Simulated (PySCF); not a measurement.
# Solver options tried on SbS⁻ (triplet)

The same problem is solved with other solver options, one edit a run.

Computed with PySCF 2.14.0. Level: each script names its method and basis.

8 further runs of the same task are left out: 1 for a known fault of the program, 7 that didn't finish.

### Step 1. The system as given

SbS⁻ (triplet): 2 atoms, charge -1, spin multiplicity 3.

Bond lengths: Sb1–S2 2.573 Å.

### Step 2. Base script

Contents of input.py:

```python
from pyscf import gto, dft
from pyscf.geomopt.geometric_solver import optimize

mol = gto.M(
    atom='Sb 0 0 0; S 0 0 2.573',
    basis='lanl2dz',
    ecp={'Sb': 'lanl2dz', 'S': 'lanl2dz'},
    charge=-1,
    spin=2,
    verbose=3,
)
mf = dft.ROKS(mol, xc='wb97x')
mf.kernel()
g = mf.nuc_grad_method()
g.grid_response = True
mol_eq = optimize(g.as_scanner(), maxsteps=30)
print('optimised geometry (angstrom)')
print(mol_eq.tostring('raw'))
print('orbital energies (hartree):', mf.mo_energy[..., max(0, mol.nelec[1]-3):mol.nelec[0]+3].round(4))
```

Command:

```console
python input.py
```

Its log is not repeated here.

In short: at the starting geometry E(SCF) = -15.538097 Eh, optimised bond 2.395 Å in 5 steps; the optimisation lowers the energy by 0.185 eV.

The triplet is typed in the script; nothing here shows that it is the ground state.

### Step 3. Level shift 1 hartree

Variant 1 changes level shift: none → 1 hartree.

Contents of input.py:

```python
from pyscf import gto, dft
from pyscf.geomopt.geometric_solver import optimize

mol = gto.M(
    atom='Sb 0 0 0; S 0 0 2.573',
    basis='lanl2dz',
    ecp={'Sb': 'lanl2dz', 'S': 'lanl2dz'},
    charge=-1,
    spin=2,
    verbose=3,
)
mf = dft.ROKS(mol, xc='wb97x')
mf.level_shift = 1.0
mf.kernel()
g = mf.nuc_grad_method()
g.grid_response = True
mol_eq = optimize(g.as_scanner(), maxsteps=30)
print('optimised geometry (angstrom)')
print(mol_eq.tostring('raw'))
print('orbital energies (hartree):', mf.mo_energy[..., max(0, mol.nelec[1]-3):mol.nelec[0]+3].round(4))
```

Command:

```console
python input.py
```

### Step 4. Initial guess mod_huckel

Variant 2 changes initial guess: minao → mod_huckel.

input.py: that of step 2 with these lines changed.

```diff
@@ -12,2 +12,3 @@
 mf = dft.ROKS(mol, xc='wb97x')
+mf.init_guess = 'mod_huckel'
 mf.kernel()
```

### Step 5. Second-order solver on

Variant 3 changes second-order solver: off → on.

input.py: that of step 2 with these lines changed.

```diff
@@ -12,2 +12,3 @@
 mf = dft.ROKS(mol, xc='wb97x')
+mf = mf.newton()
 mf.kernel()
```

**Question.** What will these runs give? Wanted: for each run, E(SCF); from base; after the SCF.

**Answer**, as computed:

| run | E(SCF) (hartree) | from base (eV) | after the SCF |
| --- | --- | --- | --- |
| base | -15.538097 | 0 | bond 2.395 Å, -0.185 eV |
| level shift 1 hartree | -15.538097 | 0.0000 | bond 2.395 Å, -0.185 eV |
| initial guess mod_huckel | -15.538097 | 0.0000 | bond 2.395 Å, -0.185 eV |
| second-order solver on | -15.538097 | 0.0000 | bond 2.395 Å, -0.185 eV |

SCF columns refer to the geometry typed in the script.

**Reading.** No change of the SCF energy comes from level shift 1 hartree or initial guess mod_huckel or second-order solver on.
